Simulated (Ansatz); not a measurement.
# BH4NOS (SMILES NB(O)S): one structure at several levels

A test off equilibrium: a structure displaced at random from a GFN2-xTB minimum is computed at several levels, and each is set against CCSD(T).

The runs use Ansatz 0.2.0, Gaussian basis; single points in def2-TZVPP.

Cores are frozen in the correlated methods.

## Step 1: The system as given

SMILES `NB(O)S`, 8 atoms, charge 0, spin multiplicity 1.

Atoms are counted from 1 here; the program's logs count them from 0.

Bond lengths: N1–B2 1.337 Å, N1–H5 0.997 Å, N1–H6 1.055 Å, B2–O3 1.352 Å, B2–S4 1.871 Å, O3–H7 0.964 Å, S4–H8 1.324 Å. Angles: B2–N1–H5 128.0°, B2–N1–H6 124.1°, H5–N1–H6 107.9°, N1–B2–O3 121.3°, N1–B2–S4 121.1°, O3–B2–S4 117.7°, B2–O3–H7 121.4°, B2–S4–H8 97.5°.

Coordinates:

```
atom    x (Å)    y (Å)    z (Å)
  N1   0.3498   1.0349   0.2392
  B2   0.1243  -0.2784   0.1252
  O3   0.8005  -1.1742   0.8784
  S4  -1.1182  -0.9417  -1.1066
  H5  -0.0777   1.7784  -0.2697
  H6   1.0444   1.4593   0.9106
  H7   0.6192  -2.1196   0.8186
  H8  -1.5536   0.2237  -1.5591
```

## Step 2: CCSD(T)/def2-TZVPP

Contents of run/in.yaml:

```yaml
crystal:
  periodic: [false, false, false]
  atoms:
    - {symbol: N, position_ang: [0.349800, 1.034900, 0.239200]}
    - {symbol: B, position_ang: [0.124300, -0.278400, 0.125200]}
    - {symbol: O, position_ang: [0.800500, -1.174200, 0.878400]}
    - {symbol: S, position_ang: [-1.118200, -0.941700, -1.106600]}
    - {symbol: H, position_ang: [-0.077700, 1.778400, -0.269700]}
    - {symbol: H, position_ang: [1.044400, 1.459300, 0.910600]}
    - {symbol: H, position_ang: [0.619200, -2.119600, 0.818600]}
    - {symbol: H, position_ang: [-1.553600, 0.223700, -1.559100]}
basis:
  gaussian: {orbitals: def2-TZVPP}
correlation: {method: ccsd_t}
output: {forces: true}
```

No record of the launch command was kept for these runs.

## Step 3: PBE0-D4/def2-TZVPP

Edit run/in.yaml of step 2 so:

```diff
@@ -13,3 +13,3 @@
   gaussian: {orbitals: def2-TZVPP}
-correlation: {method: ccsd_t}
-output: {forces: true}
+hamiltonian: {xc: pbe0, dispersion: d4}
+output: {forces: true, orbitals: {seedname: orbitals}}
```

## Step 4: wB97M-V/def2-TZVPP

Edit run/in.yaml of step 3 so:

```diff
@@ -13,3 +13,3 @@
   gaussian: {orbitals: def2-TZVPP}
-hamiltonian: {xc: pbe0, dispersion: d4}
-output: {forces: true, orbitals: {seedname: orbitals}}
+hamiltonian: {xc: {name: wB97M-V}}
+output: {forces: true}
```

## Step 5: r2SCAN-D4/def2-TZVPP

Edit run/in.yaml of step 4 so:

```diff
@@ -13,3 +13,3 @@
   gaussian: {orbitals: def2-TZVPP}
-hamiltonian: {xc: {name: wB97M-V}}
+hamiltonian: {xc: r2scan, dispersion: d4}
 output: {forces: true}
```

## Step 6: PBE-D4/def2-TZVPP

Edit run/in.yaml of step 5 so:

```diff
@@ -13,3 +13,3 @@
   gaussian: {orbitals: def2-TZVPP}
-hamiltonian: {xc: r2scan, dispersion: d4}
+hamiltonian: {xc: pbe, dispersion: d4}
 output: {forces: true}
```

## Step 7: r2SCANh-D4/def2-TZVPP

Edit run/in.yaml of step 6 so:

```diff
@@ -13,3 +13,3 @@
   gaussian: {orbitals: def2-TZVPP}
-hamiltonian: {xc: pbe, dispersion: d4}
+hamiltonian: {xc: {name: r2SCANh}, dispersion: d4}
 output: {forces: true}
```

## Step 8: LC-wPBE/def2-TZVPP

Edit run/in.yaml of step 7 so:

```diff
@@ -13,3 +13,3 @@
   gaussian: {orbitals: def2-TZVPP}
-hamiltonian: {xc: {name: r2SCANh}, dispersion: d4}
+hamiltonian: {xc: {name: LC-wPBE}}
 output: {forces: true}
```

(Steps that only read results are left out.)

What does the calculation give? Wanted: energy less free atoms, CCSD(T)/def2-TZVPP; RMS force component; RMS force error; HOMO and LUMO, PBE0-D4; T1 diagnostic.

As calculated:

| quantity | value |
| --- | --- |
| energy less free atoms, CCSD(T)/def2-TZVPP | -2930.6 kJ/mol |
| RMS force component | 1.303 to 1.402 eV/Å over the methods |
| RMS force error | PBE0-D4 0.128, wB97M-V 0.087, r2SCAN-D4 0.109, PBE-D4 0.214, r2SCANh-D4 0.126, LC-wPBE 0.118 eV/Å |
| HOMO and LUMO, PBE0-D4 | -7.04 and 0.33 eV |
| T1 diagnostic | 0.011 |

In words: Against CCSD(T) the functionals' energies less atoms differ by -175.4 to -86.1 kJ/mol, PBE-D4 by -175.4 kJ/mol. CCSD(T) in triple zeta still lacks some correlation energy of the bonds, so part of these gaps is its own basis error and they don't rank the functionals. For forces wB97M-V does best and PBE-D4 worst. Frozen-core CCSD(T) forces in triple zeta carry basis errors of their own, and this is one geometry, so small gaps rank nothing.
